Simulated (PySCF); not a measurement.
# DyH₂: septet, from a linear start

Where does septet DyH₂ go from a linear start, is the end point a minimum, and what are its modes, charges and moments?

Method: PBE0, basis Dy def2-TZVP with ECP28, H def2-TZVP, scalar-relativistic core potentials, no spin–orbit coupling, density fitting; program: PySCF 2.14.0.

**1. The starting structure**

3 atoms, charge 0, spin multiplicity 7.

Bond lengths: Dy1–H2 1.990 Å, Dy1–H3 1.990 Å. Angles: H2–Dy1–H3 180.0°.

```xyz
3
charge 0 multiplicity 7
Dy    0.0000    0.0000    0.0000
H     0.0000    0.0000    1.9900
H     0.0000    0.0000   -1.9900
```

**2. Linear start, septet: relaxation**

The steps below are one call of a driver around PySCF. For each, scf.py gives the equivalent set-up of the SCF; relaxations use the driver's own optimiser. Before each start the driver seeks the lowest SCF state from one or more starting densities and follows internal instabilities, so scf.py alone need not reach the same state.

The program finds D∞h symmetry in the start, which this walk keeps. The walk stops when the largest gradient is under 0.0003 Eh/bohr and the energy has settled too.

Contents of scf.py:

```python
from pyscf import gto, scf, dft
mol = gto.M(atom='''
Dy     0.000000     0.000000     0.000000
H      0.000000     0.000000     1.990000
H      0.000000     0.000000    -1.990000''',
    basis={'Dy': 'def2-TZVP', 'H': 'def2-TZVP'},
    ecp={'Dy': 'def2-TZVP'},
    charge=0, spin=6)
mf = dft.UKS(mol, xc='PBE0')
mf.grids.atom_grid = (50, 194)
aux = {'Dy': 'def2-universal-JKFIT', 'H': 'def2-universal-JKFIT'}
mf = mf.density_fit(auxbasis=aux)
mf.kernel()
```

After this run come: Frequencies; Following the imaginary mode; Is it a minimum? Harmonic modes.

Before running it: what results should come out? Wanted: minimum; geometry; wavenumbers; dipole moment; highest occupied, lowest empty level; polar-tensor charge of Dy1; zero-point energy; ⟨S²⟩.

The runs gave:

| quantity | value |
| --- | --- |
| minimum | septet, C2v |
| geometry | Dy–H 2.062 Å (×2); H–Dy–H 129.8° |
| wavenumbers (cm⁻¹) | 376, 1256, 1332 |
| dipole moment | 4.38 D |
| highest occupied, lowest empty level (either spin) | -5.25, -1.56 eV |
| polar-tensor charge of Dy1 | +1.16 e |
| zero-point energy | 17.7 kJ/mol |
| entropy at 298.15 K | 255.0 J/(mol K) |
| ⟨S²⟩ | 12.073 |

The linear start (D∞h) ends in a minimum of C2v symmetry, after a first stop at a second-order saddle point 14.7 kJ/mol higher, from which it was pushed off along an imaginary mode. In the infrared the band at 1256 cm⁻¹ (stretch) leads. Most of the spin sits on Dy1 (Mulliken spin 6.02, against 6 for the whole molecule). Only this shape and spin were tried, so other structures or states may lie lower. The SCF density has lower symmetry than the nuclear frame. One determinant may miss the lowest occupation of an open d or f shell. A two-component treatment could change these values noticeably.
